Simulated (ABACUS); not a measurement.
The system is HfIn4SiO6.

```
Hf In Si O
1.0
     5.69867    0.00381    0.01559
    -0.70506    6.10815   -0.00575
    -2.73718   -1.39557    6.63076
Hf In Si O
1 4 1 6
Direct
  0.11793 0.01556 0.13292
  0.38842 0.99901 0.72891
  0.75865 0.00842 0.49586
  0.23461 0.48841 0.53300
  0.59649 0.48211 0.20528
  0.86778 0.44029 0.85544
  0.55316 0.38738 0.79290
  0.93454 0.38483 0.65596
  0.98414 0.26218 0.00347
  0.99083 0.69806 0.98452
  0.08665 0.06493 0.39374
  0.48680 0.10883 0.21799
```

The cell was built by a generator and needn't be a form met in nature.

Base run:

| Quantity | Value |
| --- | --- |
| Program | ABACUS 3.10.1 |
| Functional | PBE |
| Potentials or basis | PseudoDojo NC SR 0.4.1 PBE standard |
| Cutoff | 1143 eV |
| Density cutoff | 4572 eV |
| Basis | plane waves |
| k mesh | 5 × 5 × 4 |
| Occupations | fermi-dirac, width 0.05 eV |
| Spin | no spin polarisation |

Its results: band gap on the k mesh 0.88 eV, indirect (least direct gap 1.16 eV); pressure -0.3 GPa; largest force 0.191 eV/Å.

**Question.** The run is repeated on the same cell with these changes: cutoff from 1143 eV to 1361 eV; density cutoff from 4572 eV to 5442 eV; basis from plane waves to DZP LCAO (the cutoffs set its grid). What comes out?

**Answer.** Band gap on the k mesh 0.86 eV, indirect (least direct gap 1.12 eV); pressure 1.6 GPa; largest force 0.464 eV/Å.

Caveats: spin-orbit coupling is left out, which moves the levels of the heavy elements; an odd mesh through Γ misses points on the zone boundary, where band edges often lie; there are fewer bands than atomic start orbitals, so a level may be missed at k points of high symmetry (some runs); the atomic orbitals were generated for these runs and aren't a published set (some runs); the basis of atomic orbitals isn't converged, which shifts pressures, moduli and gaps (some runs).

Not every run made on this cell is shown here.
